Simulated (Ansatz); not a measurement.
# HPbNO4 (P1) in Ansatz: relaxation of cell and atoms with PBE+D3(BJ)

Aim: the relaxation of cell and atoms of HPbNO4 with PBE+D3(BJ).

All numbers are computed with Ansatz 0.2.0; they aren't measurements. Logs are shortened: lines on timing, memory, paths and dates and some standing lists are left out, and cuts for length are marked.

**1. The crystal as given**

The typed cell holds 14 atoms: a = 4.120 Å, b = 6.427 Å, c = 8.387 Å, α = 67.04°, β = 89.96°, γ = 89.98°.

The cell was built by a generator and needn't be a form met in nature.

**2. Relaxation of cell and atoms, PBE+D3(BJ)**

input.yaml reads:

```yaml
crystal:
  lattice:
    - [4.1204, -0.00081, -0.0112]
    - [0.00404, 6.42722, 0.0536]
    - [0.02791, 3.20707, 7.74994]
  atoms:
    - { symbol: H, position: [0.90366, 0.21821, 0.48851] }
    - { symbol: H, position: [0.40337, 0.78177, 0.51142] }
    - { symbol: Pb, position: [0.39455, 0.30863, 0.70725] }
    - { symbol: Pb, position: [0.89489, 0.69135, 0.29266] }
    - { symbol: "N", position: [0.63409, 0.1999, 0.2073] }
    - { symbol: "N", position: [0.13386, 0.80012, 0.79275] }
    - { symbol: O, position: [0.90829, 0.32866, 0.54369] }
    - { symbol: O, position: [0.53792, 0.39076, 0.19497] }
    - { symbol: O, position: [0.53483, 0.11279, 0.10602] }
    - { symbol: O, position: [0.83718, 0.08887, 0.32672] }
    - { symbol: O, position: [0.40817, 0.67132, 0.45624] }
    - { symbol: O, position: [0.03774, 0.60924, 0.8052] }
    - { symbol: O, position: [0.03429, 0.88737, 0.89397] }
    - { symbol: O, position: [0.33716, 0.91101, 0.6733] }
hamiltonian:
  xc: pbe
  pseudopotentials: { kind: paw }
  dispersion: d3bj
kpoints:
  mp_grid: { grid: [5, 4, 3] }
scf:
  occupations: { method: fermi_dirac, width: 0.05 }
output:
  forces: true
  stress: true
  eigenvalues: true
  write_density: true
  write_potential: true
  elf: true
  volumetric_format: npy
relax:
  f_tol: 0.01
  max_steps: 40
  cell: { stress_tol: 0.05 }
```

Potentials or basis: Ansatz PAW.

Run with:

```
$ ansatz run input.yaml --threads 8 --pin off --max-ram 20480MiB --backend cpu --events-out ev --progress --plain --runs-dir out
```

The log of the run:

```text
Warning: RAYON_NUM_THREADS=8 ignored (pool sized by the plan → 8); use --threads N
Engine: ansatz 0.2.0, aarch64-unknown-linux-gnu
Pseudopotentials: kind: paw
Pseudopotential: H, paw, valence charge 1, recommended cutoff 420 eV (normal), H.paw.azcp
Pseudopotential: Pb, paw, valence charge 14, recommended cutoff 420 eV (normal), Pb.paw.azcp
Pseudopotential: N, paw, valence charge 5, recommended cutoff 420 eV (normal), N.paw.azcp
Pseudopotential: O, paw, valence charge 6, recommended cutoff 420 eV (normal), O.paw.azcp
Functional definition: PBE
  parameter kappa = 0.804
  parameter beta = 0.06672455060314922
  exchange = pbe_x(kappa = kappa, mu = beta*pi^2/3)
  correlation = pbe_c(beta = beta)
Crystal: 14 atoms, lattice volume = 204.533 Å³
Basis set: ecut = 420 eV, 4001 PW (Γ), exchange–correlation on 60×90×120 points (8 copies of the dense FFT grid, shifted against one another)
Bands: 58, of which v1, the nominal top of the filled ones, is band 44 counted from 1 (43 counted from 0)
Symmetry: 1 space group operations
Space group: P1 (ITA 1), of the structure as read, at distance tolerance 5.9e-5 Å
k-points: 31 of 60 (time reversal used)
Non-local potential: H, projectors of the file, l = 0: 2, l = 1: 1
Non-local potential: Pb, projectors of the file, l = 0: 2, l = 1: 2, l = 2: 2, l = 3: 2
Non-local potential: N, projectors of the file, l = 0: 2, l = 1: 2, l = 2: 1
Non-local potential: O, projectors of the file, l = 0: 2, l = 1: 2, l = 2: 1
PAW form: soft (Blöchl's): semilocal exchange-correlation on the pseudo side does not see the compensation charge
PAW one-centre angular grid: H, 110 points (default); XC on 64 Gauss nodes
PAW one-centre angular grid: Pb, 590 points (default); XC on 64 Gauss nodes
PAW one-centre angular grid: N, 110 points (default); XC on 64 Gauss nodes
PAW one-centre angular grid: O, 110 points (default); XC on 64 Gauss nodes
[... 296 lines left out ...]
  atom   8  O     -0.00175481    -0.00198861     0.00034112
  atom   9  O      0.00148199     0.00194158     0.00190906
  atom  10  O     -0.00037590    -0.00111122    -0.00038394
  atom  11  O     -0.00134401    -0.00100554    -0.00240881
  atom  12  O     -0.00176688     0.00192165    -0.00033608
  atom  13  O      0.00155811    -0.00196485    -0.00194738
  atom  14  O     -0.00044721     0.00111063     0.00044027
  max |Σ_I F_I| component: 1.17e-5 eV/Å
--- Stress (GPa, compression-positive) ---
       -0.020544      -0.000334      -0.000515
       -0.000334      -0.000616       0.001199
       -0.000515       0.001201      -0.007651
  P = ⅓ Tr σ = -0.0096 GPa (-0.096 kbar)
--- Band table (eV; the first three rows and the last of 31) ---
  k-point 0: bands = ["-22.2623", "-22.2451", "-16.9062", "-16.8960", "-16.6432", "-16.5951", "-14.7171", "-14.4634", "-11.8791", "-11.8671", "-11.8610", "-11.8576", "-11.8339", "-11.8219", "-11.8163", "-11.8153", "-11.7691", "-11.5754", "-6.5091", "-6.2919", "-4.6284", "-4.2316", "-4.1630", "-4.1076", "-3.9083", "-3.8575", "-3.0479", "-2.9861", "-1.2148", "-0.2534", "0.1581", "0.6874", "1.0506", "1.2695", "1.3472", "1.4351", "1.5109", "1.5963", "1.6453", "1.8918", "2.0532", "2.9077", "2.9852", "3.0881", "6.5751", "6.7840", "7.8238", "8.0996", "9.2168", "9.2206", "9.5933", "10.2380", "10.5603", "11.8979", "12.2115", "12.8965", "13.7870", "13.8759"]
  k-point 1: bands = ["-22.2588", "-22.2485", "-16.9073", "-16.8949", "-16.6349", "-16.6041", "-14.7156", "-14.4632", "-11.8806", "-11.8663", "-11.8606", "-11.8576", "-11.8325", "-11.8208", "-11.8177", "-11.8151", "-11.7697", "-11.5754", "-6.5537", "-6.2763", "-4.5911", "-4.2567", "-4.2077", "-4.0626", "-3.8907", "-3.8292", "-3.0083", "-2.9583", "-1.2486", "-0.4849", "0.1903", "0.7180", "0.9708", "1.2050", "1.2989", "1.5333", "1.5807", "1.6393", "1.7826", "1.9109", "2.0596", "2.8143", "2.9070", "3.1926", "6.7040", "6.8094", "7.8047", "7.9658", "8.6779", "9.2762", "9.8623", "10.5035", "10.7542", "11.7069", "12.5201", "12.8185", "13.6504", "13.7721"]
  k-point 2: bands = ["-22.2594", "-22.2472", "-16.9083", "-16.8985", "-16.6393", "-16.5985", "-14.7195", "-14.4602", "-11.8800", "-11.8690", "-11.8616", "-11.8583", "-11.8336", "-11.8210", "-11.8154", "-11.8138", "-11.7697", "-11.5765", "-6.4454", "-6.2611", "-4.5715", "-4.2769", "-4.2185", "-4.1209", "-3.9672", "-3.7965", "-3.1969", "-2.9942", "-1.1796", "-0.5478", "0.4282", "0.7720", "1.1542", "1.2742", "1.3196", "1.4977", "1.5549", "1.5909", "1.7351", "1.8801", "2.0336", "2.8507", "2.9399", "3.0978", "6.6377", "6.8208", "7.6265", "8.0205", "8.7500", "9.0580", "9.8248", "10.4227", "10.7417", "11.9090", "12.4656", "13.0526", "13.6893", "14.1146"]
  k-point 30: bands = ["-22.2316", "-22.2273", "-16.8954", "-16.8915", "-16.6682", "-16.6563", "-14.6233", "-14.5450", "-11.8677", "-11.8582", "-11.8522", "-11.8420", "-11.8374", "-11.8282", "-11.7761", "-11.7746", "-11.6444", "-11.5662", "-6.3170", "-6.2389", "-4.5085", "-4.4672", "-4.2424", "-4.1501", "-3.9948", "-3.9257", "-3.0749", "-2.9943", "-1.8217", "-1.5049", "0.5906", "0.8025", "1.0436", "1.1144", "1.3774", "1.4730", "1.5776", "1.6847", "1.9989", "2.0577", "2.5135", "2.5487", "3.0490", "3.1521", "6.5040", "6.6146", "7.7830", "7.9829", "8.8090", "9.1483", "9.4892", "9.9347", "11.5803", "12.1178", "12.9153", "13.1239", "13.5242", "13.9752"]
--- Relaxed structure (15 steps of the walk, 12 accepted, 3 SCFs on fresh bases) ---
  F+E_penalty+E_count = -29144.79540459 eV   max|allowed force component| = 2.432e-3 eV/Å   (the final SCF, on the basis selected at the relaxed cell)
  cell:  # Å, volume = 195.9077 Å³
    - [4.0368842660050595, -0.0014660222117175957, -0.01179042576778697]
    - [0.0029689259774978586, 6.391777917616263, 0.07153787058049163]
    - [0.025393659101433992, 3.2120253909179723, 7.628355416074993]
  atoms:
    - { symbol: H, position: [0.9217925439100677, 0.21763875809215372, 0.4831344507164089] }
    - { symbol: H, position: [0.4217515577954561, 0.7823509982927737, 0.5168604566142029] }
    - { symbol: Pb, position: [0.42067279452315587, 0.30294241997203647, 0.7141640674866019] }
    - { symbol: Pb, position: [0.9208164152742353, 0.6970438226369927, 0.2858320310730563] }
    - { symbol: N, position: [0.617306006606186, 0.20782020551076708, 0.20548471158864356] }
    - { symbol: N, position: [0.117136923923478, 0.7921885565316156, 0.7945179962357883] }
    - { symbol: O, position: [0.9308302728128609, 0.3264856951926358, 0.5405590602533887] }
    - { symbol: O, position: [0.5167941550580266, 0.3997017349494838, 0.19211485285269633] }
    - { symbol: O, position: [0.505153868275391, 0.11548215151415467, 0.10825546360674852] }
    - { symbol: O, position: [0.8377347731429692, 0.1014812961697584, 0.3205394074748997] }
    - { symbol: O, position: [0.4308380472036036, 0.6735028390225227, 0.4594358005783847] }
    - { symbol: O, position: [0.0166357239155946, 0.6003031759296101, 0.8079087745015048] }
    - { symbol: O, position: [0.004879580564824097, 0.8845521233829252, 0.8917334054103832] }
    - { symbol: O, position: [0.3376573369941528, 0.8985062228025703, 0.6794595216072931] }
```

Wall time 2 min (8 threads of Arm Neoverse V1, shared host); peak memory 1 GiB.

Results:

| Property | Result |
| --- | --- |
| Free energy | -29144.7954 eV |
| Relaxed volume | 13.99 Å³/atom |
| Relaxed cell | a = 4.037 Å, b = 6.392 Å, c = 8.277 Å, α = 66.52°, β = 89.99°, γ = 90.00° |
| Space group after relaxing (to 0.05 Å) | P2_1 (No. 4) |
| Energy gained by relaxing | 3.1 meV/atom |
| Ionic steps | 15 |
| Pressure after relaxing | 0.0 GPa |
| Largest force after relaxing | 0.003 eV/Å |
| Band gap on the k mesh | 3.24 eV, indirect (least direct gap 3.32 eV) |

Forces on the atoms (eV/Å):
```
H    0.001 -0.001  0.000
H    0.001  0.001  0.000
Pb   0.001 -0.001  0.001
Pb   0.001  0.001 -0.001
N    0.000  0.001 -0.002
N    0.000 -0.001  0.002
O   -0.001  0.001  0.002
O   -0.002 -0.002  0.000
O    0.001  0.002  0.002
O    0.000 -0.001  0.000
O   -0.001 -0.001 -0.002
O   -0.002  0.002  0.000
O    0.002 -0.002 -0.002
O    0.000  0.001  0.000
```

The path:
```csv
step,energy change (eV),largest force (eV/Å),volume (Å³)
1,0.0000,0.2553,204.53
2,-0.0527,0.2222,199.34
3,-0.0607,0.1030,198.24
4,-0.0655,0.0351,197.34
5,-0.0642,0.0503,197.69
6,-0.0659,0.0201,197.36
7,-0.0659,0.0144,197.35
8,-0.0661,0.0086,197.33
9,-0.0427,0.0081,197.33
10,-0.0480,0.0867,196.12
11,-0.0482,0.0108,196.17
12,-0.0482,0.0064,196.17
13,-0.0438,0.0067,196.17
14,-0.0449,0.0033,195.91
15,-0.0439,0.0032,195.91
```

Final structure:
```yaml
crystal:
  lattice:
    - [4.03688, -0.00147, -0.01179]
    - [0.00297, 6.39178, 0.07154]
    - [0.02539, 3.21203, 7.62836]
  atoms:
    - { symbol: H, position: [0.92179, 0.21764, 0.48313] }
    - { symbol: H, position: [0.42175, 0.78235, 0.51686] }
    - { symbol: Pb, position: [0.42067, 0.30294, 0.71416] }
    - { symbol: Pb, position: [0.92082, 0.69704, 0.28583] }
    - { symbol: N, position: [0.61731, 0.20782, 0.20548] }
    - { symbol: N, position: [0.11714, 0.79219, 0.79452] }
    - { symbol: O, position: [0.93083, 0.32649, 0.54056] }
    - { symbol: O, position: [0.51679, 0.39970, 0.19211] }
    - { symbol: O, position: [0.50515, 0.11548, 0.10826] }
    - { symbol: O, position: [0.83773, 0.10148, 0.32054] }
    - { symbol: O, position: [0.43084, 0.67350, 0.45944] }
    - { symbol: O, position: [0.01664, 0.60030, 0.80791] }
    - { symbol: O, position: [0.00488, 0.88455, 0.89173] }
    - { symbol: O, position: [0.33766, 0.89851, 0.67946] }
```

Levels at points of the mesh, in eV from the valence-band top:
```
            k point  band 42  band 43  band 44  band 45  band 46  band 47
 (0.00, 0.00, 0.00)    -0.32    -0.24    -0.14     3.35     3.55     4.59
(0.00, -0.50, 0.00)    -0.43    -0.36    -0.14     3.48     3.58     4.39
```

Caveat: odd divisions of the mesh miss points on the zone boundary, where band edges often lie, so the gap on the mesh can be too wide; the plane-wave basis is chosen anew once the cell has moved, so the energies of steps on either side of that aren't comparable; the pressure holds a Pulay correction of +0.6 GPa for the finite cutoff; spin-orbit coupling is left out, which as a rule narrows the gap of such compounds by several tenths of an eV.
